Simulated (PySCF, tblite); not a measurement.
# B₃F₂H₅N−: geometry, infrared bands, NMR shifts and spin-spin couplings

What infrared bands, NMR shifts and spin-spin couplings should B₃F₂H₅N− (`BN[BH2-]B(F)F`) show?

Programs: tblite 0.8.0 and PySCF 2.14.0, with density-fitted response routines of our own. Each step states its level of theory. These are calculated values for one molecule in the gas phase, unless marked as measured. Atoms are numbered from 0 throughout.

### 1 Starting geometry

11 atoms, charge -1, multiplicity 1; geometry from: force field or distance geometry start.

Bonds of the start (Å): B0–N1 1.54, N1–B2 1.52, B2–B3 1.68, B3–F4 1.43, B3–F5 1.46, B0–H6 1.18, B0–H7 1.18, N1–H8 1.04, B2–H9 1.19, B2–H10 1.19.

### 2 Geometry optimisation with GFN2-xTB

What the job is given:

```
{"job": {"kind": "relax", "xc": "GFN2-xTB", "basis": "xTB"}, "charge": -1, "multiplicity": 1}
B      1.898700    -0.621000     0.315100
N      0.497000    -0.142400     0.728500
B     -0.364700     0.047000    -0.510100
B     -1.940500     0.410000    -0.059700
F     -2.549900     1.648600    -0.441600
F     -2.692200    -0.543000     0.742900
H      2.570900     0.062300    -0.379200
H      2.316000    -1.640400     0.725100
H      0.633300     0.781900     1.196200
H     -0.405100    -0.949200    -1.163800
H      0.042000     0.948900    -1.179600
```

Run with:

```bash
OMP_NUM_THREADS=1 python probes_run.py task.json out
```

This one command runs all jobs of the session in turn.

What it wrote:

```text
step      E/eV     max force
  0    -514.59455    3.929
  1    -515.02813    1.979
  2    -515.22992    1.773
  3    -515.30806    0.831
  4    -515.38825    0.642
  5    -515.40343    0.405
  6    -515.42583    0.312
  7    -515.43583    0.408
  8    -515.45737    0.621
  9    -515.48290    0.658
 10    -515.51382    0.496
 11    -515.54705    0.569
 12    -515.60130    0.729
 13    -515.67370    1.212
 14    -515.75998    1.507
 15    -515.86592    1.269
 16    -515.97665    0.998
 17    -516.04295    1.024
 18    -516.07630    1.713
 19    -516.18432    0.811
 20    -516.26637    0.487
 21    -516.34394    0.674
 22    -516.39839    0.820
 23    -516.45556    0.646
 24    -516.50127    0.392
 25    -516.51720    0.434
 26    -516.53153    0.339
 27    -516.54248    0.248
 28    -516.55027    0.365
 29    -516.56097    0.441
 30    -516.57031    0.351
 31    -516.57735    0.224
 32    -516.58138    0.162
 33    -516.58469    0.151
 34    -516.58897    0.186
 35    -516.59336    0.158
 36    -516.59659    0.138
 37    -516.59930    0.149
 38    -516.60309    0.220
 39    -516.60797    0.246
 40    -516.61247    0.187
 41    -516.61541    0.173
 42    -516.61755    0.172
 43    -516.62055    0.181
 44    -516.62520    0.216
 45    -516.63018    0.192
 46    -516.63337    0.180
 47    -516.63517    0.152
 48    -516.63677    0.147
 49    -516.63891    0.148
 50    -516.64199    0.118
 51    -516.64388    0.107
 52    -516.64518    0.095
 53    -516.64677    0.117
 54    -516.64861    0.116
 55    -516.65016    0.081
 56    -516.65093    0.066
 57    -516.65142    0.053
 58    -516.65189    0.056
 59    -516.65237    0.056
 60    -516.65277    0.050
 61    -516.65312    0.050
 62    -516.65353    0.053
 63    -516.65417    0.068
 64    -516.65513    0.098
 65    -516.65623    0.100
 66    -516.65712    0.081
 67    -516.65793    0.093
 68    -516.65904    0.111
 69    -516.66104    0.156
 70    -516.66406    0.206
 71    -516.66738    0.279
 72    -516.66931    0.300
 73    -516.67266    0.112
 74    -516.67504    0.142
 75    -516.67734    0.155
 76    -516.68080    0.164
 77    -516.68307    0.167
 78    -516.68426    0.306
 79    -516.68768    0.196
 80    -516.69035    0.161
 81    -516.69292    0.400
 82    -516.69833    0.183
 83    -516.70076    0.146
 84    -516.70286    0.332
 85    -516.70616    0.211
 86    -516.70894    0.157
 87    -516.71713    0.171
 88    -516.71899    0.160
 89    -516.72062    0.126
 90    -516.72182    0.134
 91    -516.72302    0.060
 92    -516.72370    0.071
 93    -516.72390    0.044
 94    -516.72412    0.049
 95    -516.72438    0.044
 96    -516.72464    0.047
 97    -516.72490    0.052
 98    -516.72516    0.047
 99    -516.72542    0.032
100    -516.72558    0.033
101    -516.72571    0.026
102    -516.72582    0.028
103    -516.72600    0.048
104    -516.72636    0.079
105    -516.72722    0.125
106    -516.72884    0.161
107    -516.73191    0.178
108    -516.73494    0.102
109    -516.71952    0.807
110    -516.73684    0.162
111    -516.73773    0.062
112    -516.73841    0.097
113    -516.73905    0.106
114    -516.73955    0.075
115    -516.74015    0.058
116    -516.74042    0.052
117    -516.74074    0.032
118    -516.74100    0.038
119    -516.74119    0.034
120    -516.74130    0.027
121    -516.74141    0.021
122    -516.74149    0.016
123    -516.74152    0.022
124    -516.74153    0.021
125    -516.74155    0.019
126    -516.74156    0.013
127    -516.74157    0.016
128    -516.74159    0.017
129    -516.74163    0.019
130    -516.74169    0.019
131    -516.74180    0.027
132    -516.74191    0.029
133    -516.74200    0.022
134    -516.74202    0.011
135    -516.74203    0.005
```

Wall time 0.85 s (1 thread of Arm Neoverse N1, shared host).

Step by step: (not every step is listed)

| step | energy from step 0 (eV) | largest force (eV/Å) |
| --- | --- | --- |
| 0 | 0.0000 | 3.9292 |
| 1 | -0.4336 | 1.9786 |
| 2 | -0.6354 | 1.7733 |
| 3 | -0.7135 | 0.8306 |
| 4 | -0.7937 | 0.6421 |
| 5 | -0.8089 | 0.4047 |
| 6 | -0.8313 | 0.3123 |
| 7 | -0.8413 | 0.4080 |
| 8 | -0.8628 | 0.6208 |
| 20 | -1.6718 | 0.4871 |
| 32 | -1.9868 | 0.1615 |
| 44 | -2.0306 | 0.2156 |
| 56 | -2.0564 | 0.0658 |
| 68 | -2.0645 | 0.1106 |
| 80 | -2.0958 | 0.1609 |
| 92 | -2.1291 | 0.0711 |
| 104 | -2.1318 | 0.0792 |
| 116 | -2.1459 | 0.0524 |
| 128 | -2.1470 | 0.0171 |
| 130 | -2.1471 | 0.0185 |
| 131 | -2.1472 | 0.0273 |
| 132 | -2.1474 | 0.0295 |
| 133 | -2.1474 | 0.0222 |
| 134 | -2.1475 | 0.0112 |
| 135 | -2.1475 | 0.0055 |

Close pairs (by a distance rule), those that changed most:

| bond | before (Å) | after (Å) | change (Å) |
| --- | --- | --- | --- |
| B0–N1 | 1.538 | 1.362 | -0.176 |
| B3–F5 | 1.455 | 1.362 | -0.093 |
| B3–F4 | 1.432 | 1.362 | -0.070 |
| N1–B2 | 1.521 | 1.560 | +0.040 |
| B2–H10 | 1.195 | 1.230 | +0.035 |
| N1–H8 | 1.045 | 1.011 | -0.034 |
| B2–H9 | 1.192 | 1.209 | +0.017 |
| B0–H6 | 1.184 | 1.199 | +0.016 |

The next job starts from the end point, and lists it.

### 3 Harmonic vibrations with GFN2-xTB

What the job is given:

```
{"job": {"kind": "ir", "xc": "GFN2-xTB", "basis": "xTB"}, "charge": -1, "multiplicity": 1}
B      1.845087    -0.690953     0.451658
N      0.824276     0.183382     0.232689
B     -0.399899     0.150874    -0.734144
B     -1.864139     0.331251     0.089954
F     -3.106040     0.210820    -0.456502
F     -2.057727     0.704831     1.385287
H      2.685817    -0.456870     1.274420
H      1.933084    -1.696919    -0.167984
H      0.800589     1.019595     0.800932
H     -0.361522    -0.857794    -1.399121
H     -0.294101     1.104453    -1.503153
```

What it wrote:

```text
mode    cm-1     km/mol
  1      45.6      5.27
  2      59.9      1.08
  3     113.8      5.00
  4     257.0     12.37
  5     304.7      3.77
  6     313.9      0.95
  7     375.2      2.46
  8     483.8      8.16
  9     628.9      4.87
 10     736.1     23.79
 11     780.3      5.79
 12     821.1     79.52
 13     863.8     96.97
 14     918.9     51.18
 15     999.0     32.53
 16    1008.4    398.12
 17    1070.4    248.68
 18    1141.8    240.95
 19    1178.2     59.73
 20    1228.9    101.39
 21    1279.1     15.82
 22    1481.6    215.79
 23    2083.2    540.15
 24    2283.9    341.69
 25    2332.0    462.64
 26    2481.5    332.28
 27    3400.0     52.50
```

Wall time 0.3 s (1 thread of Arm Neoverse N1, shared host).

Which atoms move in the most intense modes:

| cm⁻¹ | km/mol | atoms |
| --- | --- | --- |
| 1008 | 398.1 | B3 62 %, F4 14 %, H10 10 % |
| 1070 | 248.7 | H9 37 %, H10 28 %, B2 16 %, B3 13 % |
| 1142 | 240.9 | B3 63 %, B2 10 %, F4 10 %, F5 10 % |
| 1482 | 215.8 | B0 47 %, N1 44 % |
| 2083 | 540.1 | H10 91 % |
| 2284 | 341.7 | H9 90 % |
| 2332 | 462.6 | H6 90 % |
| 2482 | 332.3 | H7 90 % |

### 4 NMR shieldings: PBE0/pcSseg-1

Settings changed since step 3:

```diff
@@ -1,2 +1,2 @@
-{"job": {"kind": "ir", "xc": "GFN2-xTB", "basis": "xTB"}, "charge": -1, "multiplicity": 1}
+{"job": {"kind": "nmr", "xc": "PBE0", "basis": "pcSseg-1"}, "charge": -1, "multiplicity": 1}
 B      1.845087    -0.690953     0.451658
```

Method: GIAO PBE0/pcSseg-1 NMR shielding, non-relativistic, gas phase.

What it wrote:

```text
coarse grid: 9592 points
cycle   1  E = -331.6563456109  dE =  3.419e-01  |g| = 7.444e-01  |ddm| = 2.778e+00
cycle   2  E = -331.5914609358  dE =  6.488e-02  |g| = 1.008e+00  |ddm| = 1.469e+00
cycle   3  E = -331.7731385981  dE = -1.817e-01  |g| = 1.302e-01  |ddm| = 7.663e-01
cycle   4  E = -331.7770093617  dE = -3.871e-03  |g| = 3.667e-02  |ddm| = 1.056e-01
cycle   5  E = -331.7772251850  dE = -2.158e-04  |g| = 1.622e-02  |ddm| = 3.159e-02
cycle   6  E = -331.7772806758  dE = -5.549e-05  |g| = 1.695e-03  |ddm| = 1.459e-02
cycle   7  E = -331.7772814070  dE = -7.312e-07  |g| = 3.506e-04  |ddm| = 1.950e-03
final grid: 94688 points
cycle   8  E = -331.8142438375  dE = -4.507e-05  |g| = 5.997e-03  |ddm| = 1.897e-02
cycle   9  E = -331.8142382591  dE =  5.578e-06  |g| = 7.979e-03  |ddm| = 1.138e-02
cycle  10  E = -331.8142515490  dE = -1.329e-05  |g| = 1.356e-03  |ddm| = 6.264e-03
cycle  11  E = -331.8142519715  dE = -4.225e-07  |g| = 2.308e-04  |ddm| = 1.019e-03
cycle  12  E = -331.8142519785  dE = -6.942e-09  |g| = 1.081e-04  |ddm| = 1.770e-04
cycle  13  E = -331.8142519806  dE = -2.160e-09  |g| = 1.524e-05  |ddm| = 9.368e-05
cycle  14  E = -331.8142519807  dE = -5.798e-11  |g| = 3.348e-06  |ddm| = 1.861e-05
converged SCF energy = -331.8142519807

GIAO shielding tensors (ppm)
atom      isotropic    diamagn.    paramagn.     s11        s22        s33       span
  0 B       70.644     194.847    -124.204     25.098     72.050    114.782     89.684
  1 N       91.011     318.337    -227.327    -63.981     99.780    237.233    301.214
  2 B      131.237     190.102     -58.865    116.509    117.941    159.263     42.754
  3 B       59.987     192.580    -132.593     -3.474     79.555    103.881    107.354
  4 F      227.660     469.796    -242.136     41.245    293.571    348.164    306.919
  5 F      222.813     473.467    -250.654     18.845    295.680    353.914    335.069
  6 H       27.423      30.729      -3.306     25.289     27.244     29.735      4.446
  7 H       27.311      31.803      -4.492     25.331     27.390     29.212      3.881
  8 H       26.707      32.264      -5.557     23.148     27.132     29.843      6.695
  9 H       29.485      30.583      -1.098     27.060     29.323     32.073      5.014
 10 H       29.391      29.625      -0.234     26.158     29.136     32.878      6.720
```

It took 17 s on 1 thread of Arm Neoverse N1, shared host; peak memory 0.57 GiB.

Shifts follow as δ = σ(reference) − σ, with reference shieldings (ppm) from runs at the same level and on the same kind of geometry: ¹H TMS 31.72, ¹⁹F CFCl3 170.9, ¹⁵N NH3 267.7, ¹¹B BF3·OEt2 100.1. The references are single molecules in the gas phase, so shifts against H2O, NH3, PH3, H3PO4 or CFCl3 are not on the usual liquid scales and can be off by tens of ppm. Atoms listed in one row are averaged.

| atoms | environment | σ (ppm) | δ (ppm) |
| --- | --- | --- | --- |
| H8 | hydrogen on a nitrogen bonded to 2 B | 26.71 | 5.01 |
| H6, H7 | hydrogen on a boron bonded to N | 27.37 | 4.35 |
| H9, H10 | hydrogen on a boron bonded to B, N | 29.44 | 2.28 |
| B3 | boron bonded to B, 2 F | 60.0 | 40.1 |
| B0 | boron bonded to N, 2 H | 70.6 | 29.4 |
| B2 | boron bonded to B, N, 2 H | 131.2 | -31.2 |
| N1 | nitrogen bonded to 2 B, H | 91.0 | 176.7 |
| F4, F5 | fluorine bonded to B | 225.2 | -54.3 |

The run also stored atomic charges by several schemes (e):

| atoms | Mulliken | IAO | Hirshfeld | ESP fit |
| --- | --- | --- | --- | --- |
| B0 | 0.09 | -0.12 | 0.00 | 0.01 |
| N1 | -0.50 | -0.38 | -0.22 | -0.25 |
| B2 | -0.19 | -0.44 | -0.15 | -0.26 |
| B3 | 0.58 | 0.59 | 0.18 | 0.57 |
| F4, F5 | -0.36 | -0.37 | -0.21 | -0.35 |

Mayer bond orders: B0–N1 1.60, N1–B2 0.75, B2–B3 1.05, B3–F4 1.03, B3–F5 1.03.

### 5 J couplings: B3LYP/pcJ-1

Settings changed since step 4:

```diff
@@ -1,2 +1,2 @@
-{"job": {"kind": "nmr", "xc": "PBE0", "basis": "pcSseg-1"}, "charge": -1, "multiplicity": 1}
+{"job": {"kind": "j", "xc": "B3LYP", "basis": "pcJ-1"}, "charge": -1, "multiplicity": 1}
 B      1.845087    -0.690953     0.451658
```

Method: B3LYP/pcJ-1 indirect spin-spin coupling, non-relativistic, gas phase.

What it wrote:

```text
coarse grid: 9592 points
cycle   1  E = -332.0593280391  dE =  2.992e-01  |g| = 8.209e-01  |ddm| = 2.653e+00
cycle   2  E = -331.9253732211  dE =  1.340e-01  |g| = 1.229e+00  |ddm| = 1.653e+00
cycle   3  E = -332.1949294303  dE = -2.696e-01  |g| = 1.676e-01  |ddm| = 9.429e-01
cycle   4  E = -332.2010567306  dE = -6.127e-03  |g| = 5.354e-02  |ddm| = 1.349e-01
cycle   5  E = -332.2015063344  dE = -4.496e-04  |g| = 2.204e-02  |ddm| = 4.128e-02
cycle   6  E = -332.2016077152  dE = -1.014e-04  |g| = 2.190e-03  |ddm| = 1.934e-02
cycle   7  E = -332.2016089265  dE = -1.211e-06  |g| = 4.661e-04  |ddm| = 2.434e-03
final grid: 94688 points
cycle   8  E = -332.2389386821  dE = -1.441e-04  |g| = 5.560e-03  |ddm| = 1.488e-02
cycle   9  E = -332.2389318556  dE =  6.826e-06  |g| = 7.896e-03  |ddm| = 6.939e-03
cycle  10  E = -332.2389430155  dE = -1.116e-05  |g| = 1.152e-03  |ddm| = 4.999e-03
cycle  11  E = -332.2389432130  dE = -1.975e-07  |g| = 7.075e-04  |ddm| = 9.896e-04
cycle  12  E = -332.2389433001  dE = -8.704e-08  |g| = 7.628e-05  |ddm| = 4.050e-04
cycle  13  E = -332.2389433013  dE = -1.206e-09  |g| = 1.898e-05  |ddm| = 8.887e-05
cycle  14  E = -332.2389433014  dE = -1.056e-10  |g| = 3.174e-06  |ddm| = 2.404e-05
converged SCF energy = -332.2389433014

Indirect spin-spin couplings (Hz)
  i      j    bonds     total        FC       PSO       DSO        SD
  0 B    1 N    1    -31.461   -34.458     3.917    -0.060    -0.859
  0 B    2 B    2      1.550     1.742    -0.047    -0.130    -0.014
  0 B    3 B    3      3.628     3.618     0.064    -0.040    -0.014
  0 B    4 F    4      2.178     2.115     0.504    -0.261    -0.179
  0 B    5 F    4     -0.509    -0.447     0.087    -0.173     0.024
  0 B    6 H    1    113.018   112.967    -0.772     0.656     0.166
  0 B    7 H    1    126.096   126.072    -0.884     0.672     0.237
  0 B    8 H    2     -2.696    -1.077    -0.545    -0.945    -0.130
  0 B    9 H    3      5.606     5.877    -0.166    -0.058    -0.047
  0 B   10 H    3      3.379     3.455     0.353    -0.417    -0.012
  1 N    2 B    1    -14.813   -14.606     0.268    -0.091    -0.384
  1 N    3 B    2      0.186     0.152     0.057    -0.038     0.016
  1 N    4 F    3     -5.200    -5.053    -0.053     0.076    -0.170
  1 N    5 F    3      3.052     2.862     0.227    -0.027    -0.011
  1 N    6 H    2     -0.527    -1.172     0.588     0.119    -0.062
  1 N    7 H    2     -3.628    -4.338     0.647     0.105    -0.043
  1 N    8 H    1    -68.269   -64.517    -3.008    -0.310    -0.435
  1 N    9 H    2     -0.879    -0.853     0.026    -0.006    -0.046
  1 N   10 H    2      1.217     1.317    -0.050    -0.012    -0.038
  2 B    3 B    1     93.399    93.804    -1.071     0.410     0.255
  2 B    4 F    2     52.461    55.375    -3.150    -0.069     0.305
  2 B    5 F    2     35.066    37.800    -3.386    -0.101     0.752
  2 B    6 H    3      6.579     6.600     0.406    -0.471     0.044
  2 B    7 H    3      4.914     5.016    -0.025    -0.052    -0.024
  2 B    8 H    2     -1.677    -1.691     0.309    -0.384     0.089
  2 B    9 H    1     91.990    91.390    -0.459     0.942     0.117
  2 B   10 H    1     81.520    80.799    -0.302     0.945     0.078
  3 B    4 F    1   -233.790  -178.999   -54.752     0.803    -0.842
  3 B    5 F    1   -241.412  -186.126   -55.244     0.825    -0.867
  3 B    6 H    4     -0.977    -0.958     0.138    -0.145    -0.013
  3 B    7 H    4     -0.973    -1.000     0.062    -0.031    -0.004
  3 B    8 H    3      2.525     2.606    -0.343     0.274    -0.011
  3 B    9 H    2     -4.065    -4.227    -0.228     0.267     0.124
  3 B   10 H    2     -5.656    -5.919    -0.253     0.346     0.169
  4 F    5 F    2   -215.254    72.138  -288.488    -0.686     1.783
  4 F    6 H    5      1.014     1.028     0.738    -0.727    -0.026
  4 F    7 H    5     -0.287    -0.365     0.591    -0.482    -0.031
  4 F    8 H    4     -0.860    -0.587     0.641    -0.905    -0.010
  4 F    9 H    3     -3.641    -3.240    -0.250    -0.178     0.028
  4 F   10 H    3     -1.485    -1.600     0.253    -0.292     0.155
  5 F    7 H    5      0.601     0.667     0.511    -0.523    -0.054
  5 F    8 H    4     -0.671     0.149    -1.454     0.817    -0.183
  5 F    9 H    3     17.146    16.849     0.960    -1.062     0.398
  5 F   10 H    3      7.082     6.462     0.939    -0.760     0.441
  6 H    7 H    2     11.700    11.719     1.847    -1.866         -
  6 H    8 H    3      9.462     9.920    -0.076    -0.382         -
  6 H    9 H    4     -0.242    -0.120     1.007    -1.129         -
  6 H   10 H    4     -2.073    -1.987     0.987    -1.073         -
  7 H    8 H    3     14.089    14.527     2.709    -3.147         -
  7 H    9 H    4      0.157     0.156    -0.861     0.862         -
  7 H   10 H    4     -1.680    -1.578     0.650    -0.751         -
  8 H    9 H    3      9.757     9.836     2.580    -2.660         -
  8 H   10 H    3      2.739     2.771     0.300    -0.332         -
  9 H   10 H    2    -19.536   -19.635     0.830    -0.731         -
```

It took 61 s on 1 thread of Arm Neoverse N1, shared host; peak memory 0.82 GiB.

Couplings of 1 Hz or more, nine at most for each number of bonds, with means over like pairs (isotopes 11B, 19F, 1H, 15N):

| pair | bonds | J (Hz) | Fermi contact (Hz) | dihedral (°) |
| --- | --- | --- | --- | --- |
| B3–F4 | 1 | -237.6 | -182.6 | – |
| B0–H6 | 1 | 119.6 | 119.5 | – |
| B2–B3 | 1 | 93.4 | 93.8 | – |
| B2–H9 | 1 | 86.8 | 86.1 | – |
| N1–H8 | 1 | -68.3 | -64.5 | – |
| B0–N1 | 1 | -31.5 | -34.5 | – |
| N1–B2 | 1 | -14.8 | -14.6 | – |
| F4–F5 | 2 | -215.3 | 72.1 | – |
| B2–F4 | 2 | 43.8 | 46.6 | – |
| H9–H10 | 2 | -19.5 | -19.6 | – |
| H6–H7 | 2 | 11.7 | 11.7 | – |
| B3–H9 | 2 | -4.9 | -5.1 | – |
| B0–H8 | 2 | -2.7 | -1.1 | – |
| N1–H6 | 2 | -2.1 | -2.8 | – |
| B2–H8 | 2 | -1.7 | -1.7 | – |
| B0–B2 | 2 | 1.6 | 1.7 | – |
| H6–H8 | 3 | 11.8 | 12.2 | – |
| H8–H9 | 3 | 6.2 | 6.3 | – |
| B2–H6 | 3 | 5.7 | 5.8 | – |
| F4–H9 | 3 | 4.8 | 4.6 | – |
| B0–H9 | 3 | 4.5 | 4.7 | – |
| B0–B3 | 3 | 3.6 | 3.6 | 124 |
| B3–H8 | 3 | 2.5 | 2.6 | -54 |
| N1–F4 | 3 | -1.1 | -1.1 | – |

The spin-dipole term was solved for some atoms only; pairs without it lack that part.

Quadrupole couplings from the field gradients of the same density:

| atom | isotope | eQq/h (MHz) | η |
| --- | --- | --- | --- |
| B3 | 11B | -3.629 | 0.90 |
| B0 | 11B | 3.153 | 0.16 |
| N1 | 14N | 1.796 | 0.23 |
| B2 | 11B | 1.061 | 0.51 |

Joined with the shifts from before (PBE0/pcSseg-1, unscaled), the couplings predict the line list below for 400 MHz. Couplings to quadrupolar nuclei are left out.

¹H NMR δ 5.01 (br s, 1H), 4.35 (br, 2H), 2.28 (br, 2H).

### 6 Results

| quantity | value |
| --- | --- |
| strongest single infrared mode (GFN2-xTB) | 2083 cm⁻¹, 540 km/mol |
| zero-point energy (GFN2-xTB) | 41.0 kcal/mol |
| ¹H shifts against TMS (PBE0/pcSseg-1, means over atoms taken as alike) | 5.01, 4.35, 2.28 ppm |
| ¹¹B shifts against BF3·OEt2 (PBE0/pcSseg-1) | 40.1, 29.4, -31.2 ppm |
| ¹⁵N shifts against NH3 (PBE0/pcSseg-1) | 176.7 ppm |
| ¹⁹F shifts against CFCl3 (PBE0/pcSseg-1, means over atoms taken as alike) | -54.3 ppm |
| largest coupling of the table (B3LYP/pcJ-1) | ¹J(B,F) B3–F4, -237.6 Hz |

What this shows: Relaxing lowered the energy by 2.147 eV in 135 steps; the close pair that moved most is B0–N1, from 1.538 to 1.362 Å. All 27 modes are real, so the xTB geometry is a minimum. The strongest single mode, at 2083 cm⁻¹, moves mainly H10. GFN2-xTB is a fitted tight-binding method: band positions and strengths are rough. Its intensities can rank the bands wrongly. At PBE0/pcSseg-1: The largest span, 321 ppm, is at F4, F5, where the paramagnetic term is -246 ppm. In the run at B3LYP/pcJ-1, the largest coupling of the table is B3–F4 (mean over like pairs), -237.6 Hz, of which the Fermi-contact term gives -182.6 Hz. Couplings across rotatable bonds belong to this one conformer; where others are populated, the observed values are averages. Density functionals describe couplings to fluorine poorly, F–F couplings above all, so those rows are rough.
